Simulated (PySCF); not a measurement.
# C3H7FOSi: the cost of one run

The runs use PySCF 2.14.0, with density-fitted response routines of our own; the level of theory stands in each step. All values are computed, except where a source is named. Atoms are numbered from 0 throughout.

### Step 1. The molecule as given

13 atoms, charge 0, multiplicity 1; geometry from: GFN2-xTB. The atoms were then displaced at random by about 0.01 Å, so the start is not that level's minimum.

Bonds of the start (Å): C0–O1 1.42, O1–C2 1.41, C2–Si3 1.85, Si3–C4 1.90, C4–F5 1.37, C4–C2 1.53, C0–H6 1.09, C0–H7 1.07, C0–H8 1.12, C2–H9 1.09, Si3–H10 1.48, Si3–H11 1.45, C4–H12 1.06.

### Step 2. Optimising the geometry at PBE0-D3(BJ)/def2-SVP

Job settings and geometry (Å):

```
{"job": {"xc": "PBE0", "basis": "def2-SVP", "d3": "d3bj", "grid": 1, "shake": 0.01, "kind": "geom"}, "charge": 0, "multiplicity": 1}
C      2.026590     0.016120    -0.396640
O      1.050700    -0.019340     0.639790
C     -0.213380     0.494140     0.272150
Si    -1.686120    -0.150730     1.194940
C     -1.091770    -0.418880    -0.585450
F     -1.701770     0.206850    -1.646240
H      1.678540    -0.516470    -1.281820
H      2.934100    -0.402190    -0.018880
H      2.200420     1.085230    -0.675510
H     -0.156100     1.527640    -0.059030
H     -2.829050     0.772680     1.365150
H     -1.526170    -1.273710     2.099790
H     -0.680170    -1.338230    -0.918570
```

Started as:

```console
$ OMP_NUM_THREADS=1 python probes_run.py task.json out
```

This one command runs all jobs of the session in turn.

**Question.** How long does this first job take on 1 thread of Arm Neoverse V1, shared host, and how much memory does it need?

About 67 s, with a peak of 0.53 GiB.
